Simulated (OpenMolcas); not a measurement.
**A workflow on F**

Aim: a series of 9 runs (ROHF/6-31G*, CASSCF(7,4)/6-31G*, CASPT2(7,4)/6-31G*, CASPT2[IPEA 0](7,4)/6-31G*, SC-NEVPT2(7,4)/6-31G*, PC-NEVPT2(7,4)/6-31G*, MC-PDFT[tPBE](7,4)/6-31G*, MC-PDFT[ftPBE](7,4)/6-31G*, and more) of F. 

The results are computed with OpenMolcas 26.06.

106 further runs of the same task are left out: 106 set aside as unsound or not needed.

## Step 1: The energy at ROHF/6-31G(d) (spherical functions) (run 1)

Contents of coord.xyz:

```xyz
1

F      0.000000     0.000000     0.000000
```

Contents of step1.input:

```
&GATEWAY
BasLib=$CurrDir
Coord=coord.xyz
Basis=6-31Gs
Group=NoSym
&SEWARD
&SCF
UHF
Spin=2
PrOrbitals=1 2
&RASSCF
FileOrb=$Project.UnaOrb
Spin=2
Nactel=1 0 0
Inactive=4
Ras2=1
OutOrbitals=Canonical
OrbListing=NoCore
```

The basis set 6-31G* is read from a file made from the Basis Set Exchange's data (not shown).

Launch:

```
$ export MOLCAS_MEM=1860
$ pymolcas step1.input > step1.log
```

What it wrote:

```text
--- Start Module: gateway ---
[...]
--- Stop Module: gateway /rc=_RC_ALL_IS_WELL_ ---
[...]
      Basis functions           14
[...]
--- Start Module: scf ---
[...]
       Convergence after   9 Iterations
[...]
::    Total SCF energy                                -99.3634120219
[...]
      Total spin, S                                     0.5013122723
[...]
--- Stop Module: scf /rc=_RC_ALL_IS_WELL_ ---
--- Start Module: rasscf ---
[...]
      Number of active orbitals                  1
[...]
      Spin quantum number                      0.5
[...]
      Active orbitals                            1
[...]
      Number of CSFs                             1
[...]
      Number of root(s) required                 1
[...]
      Convergence after  5 iterations
[...]
      printout of CI-coefficients larger than  0.05 for root  1
      energy=     -99.360261
      conf/sym  1     Coeff  Weight
             1  u   1.00000 1.00000
      Natural orbitals and occupation numbers for root  1
      sym 1:   1.000000
      ************************************************************************************************************************
      *                                                    Final results                                                     *
[...]
::    RASSCF root number  1 Total energy:    -99.36026111
[...]
      Total electronic charge=    9.000000
      Total            charge=   -0.000000
[...]
      Dipole Moment (debye):
      Origin of the operator (angstrom)=    0.0000    0.0000    0.0000
                   X=  6.3640E-16               Y= -5.4316E-17               Z=  2.4874E-16           Total=  6.8544E-16
      Quadrupole Moment (debye*angstrom):
[...]
--- Stop Module: rasscf /rc=_RC_ALL_IS_WELL_ ---
[...]
```

Run time: 2.4 s. Hardware: 1 thread of Arm Neoverse V1, shared host; peak memory 0.37 GiB.

## Step 2: The F atom: the energy at CASSCF(7,4)/6-31G(d) (spherical functions) (run 2)

coord.xyz is that of step 1.

Contents of step2.input:

```
* F CASSCF

&GATEWAY
 BasLib
 $CurrDir
 Coord
 coord.xyz
 Basis
 6-31Gs
 Group
 NoSym

&SEWARD

&RASSCF
 FileOrb
 $CurrDir/step1.RasOrb
 Spin
 2
 Nactel
 7 0 0
 Inactive
 1
 Ras2
 4
 OrbListing
 NoCore
 OrbAppear
 Compact
```

The basis set 6-31G* is read from a file made from the Basis Set Exchange's data (not shown).

Run the same way, it converges to -99.36026 Eh (log not shown).

Runs 3 to 8 aren't shown in full; the table further down has their settings and results.

## Step 3: The F atom: the energy at MRCI(7,4)/6-31G(d) (spherical functions) (run 9)

coord.xyz is that of step 2.

Contents of step9.input:

```
* F MRCI

&gateway
 baslib=$CurrDir
 coord=coord.xyz
 basis=6-31Gs
 group=NoSym

&seward

&rasscf
 fileorb=$CurrDir/step2.RasOrb
 spin=2
 nactel=7 0 0
 inactive=1
 ras2=4
 orblisting=NoCore
 orbappear=Compact

&motra
 lumorb
 frozen=1

&guga
 electrons=7
 spin=2
 inactive=0
 active=4
 ciall=1

&mrci
 sdci
```

The basis set 6-31G* is read from a file made from the Basis Set Exchange's data (not shown).

Launch:

```
$ export MOLCAS_MEM=1860
$ pymolcas step9.input > step9.log
```

What it wrote, shortened:

```text
--- Start Module: gateway ---
[...]
--- Stop Module: gateway /rc=_RC_ALL_IS_WELL_ ---
[...]
      Basis functions           14
[...]
      Number of active orbitals                  4
[...]
      Spin quantum number                      0.5
[...]
      Active orbitals                            4
[...]
      Number of CSFs                             4
[...]
      Number of root(s) required                 1
[...]
 ###    WARNING: Problems in orbital optimization.                           ###
 ###############################################################################
  Warning: In symmetry  1, orbital p=   2 has diagonal density matrix element D(p,p) close to two. (2 - D(p,p))=  0.000000E+00
[...]
      Convergence after  4 iterations
[...]
      printout of CI-coefficients larger than  0.05 for root  1
      energy=     -99.360261
      conf/sym  1111     Coeff  Weight
             1  222u   1.00000 1.00000
      Natural orbitals and occupation numbers for root  1
      sym 1:   2.000000   2.000000   2.000000   1.000000
      ************************************************************************************************************************
      *                                                    Final results                                                     *
[...]
::    RASSCF root number  1 Total energy:    -99.36026111
[...]
      Dipole Moment (debye):
      Origin of the operator (angstrom)=    0.0000    0.0000    0.0000
                   X=  6.3640E-16               Y= -5.4315E-17               Z=  2.4874E-16           Total=  6.8544E-16
      Quadrupole Moment (debye*angstrom):
[...]
      *** WARNING: Default frozen orbitals is overwritten by user input.
      *** Default values:   1
[...]
--- Start Module: guga ---
[...]
--- Stop Module: guga /rc=_RC_ALL_IS_WELL_ ---
--- Start Module: mrci ---
[...]
       (But an ACPF correction will be computed)
       USE THE DEFAULT ACPF G-VALUE GFAC=  0.28571428571428570
[...]
                      CI ENERGY:   -99.49307621
[...]
                ACPF CORRECTION:    -0.00283076
[...]
      Total electronic charge=    9.000000
      Total            charge=   -0.000000
[...]
     ACPF CORRECTION:     -0.00283076
[...]
  CI State   1     Total energy:    -99.49307621     QDav:     -0.00399713     QACPF:     -0.00283076
[...]
--- Stop Module: mrci /rc=_RC_ALL_IS_WELL_ ---
[...]
```

It took 2 s on 1 thread of Arm Neoverse V1, shared host; peak memory 0.37 GiB.

## Step 4: The series

```
run                                             level   active rule  inactive  energy (Eh)  dipole moment (D) of the reference  wall time
  1                 ROHF/6-31G* (spherical functions)             –         –   -99.360261                                0.00      2.4 s
  2          CASSCF(7,4)/6-31G* (spherical functions)  full valence         1   -99.360261                                0.00      1.8 s
  3          CASPT2(7,4)/6-31G* (spherical functions)  full valence         1   -99.487836                                0.00        2 s
  4  CASPT2[IPEA 0](7,4)/6-31G* (spherical functions)  full valence         1   -99.489791                                0.00      1.8 s
  5       SC-NEVPT2(7,4)/6-31G* (spherical functions)  full valence         1   -99.469539                                0.00      1.9 s
  6       PC-NEVPT2(7,4)/6-31G* (spherical functions)  full valence         1   -99.469854                                0.00      1.9 s
  7   MC-PDFT[tPBE](7,4)/6-31G* (spherical functions)  full valence         1   -99.603299                                0.00      2.1 s
  8  MC-PDFT[ftPBE](7,4)/6-31G* (spherical functions)  full valence         1   -99.634098                                0.00        2 s
  9            MRCI(7,4)/6-31G* (spherical functions)  full valence         1   -99.493076                                0.00        2 s
```

## Step 5: Results

| quantity | value |
| --- | --- |
| F atom, run 9: total energy | -99.49308 Eh |
| F atom, run 9: dipole moment (CASSCF density) | 0.00 D |

What this shows: Below the ROHF energy at the same shape and in the same basis (6-31G*): CASSCF(7,4) +0.0 mEh; CASPT2(7,4) -127.6 mEh; CASPT2[IPEA 0](7,4) -129.5 mEh; SC-NEVPT2(7,4) -109.3 mEh; PC-NEVPT2(7,4) -109.6 mEh; MRCI(7,4) -132.8 mEh. Active-space methods hold only the correlation inside their space unless a perturbation or CI step follows. All runs together took 18 s, the longest 2.4 s.
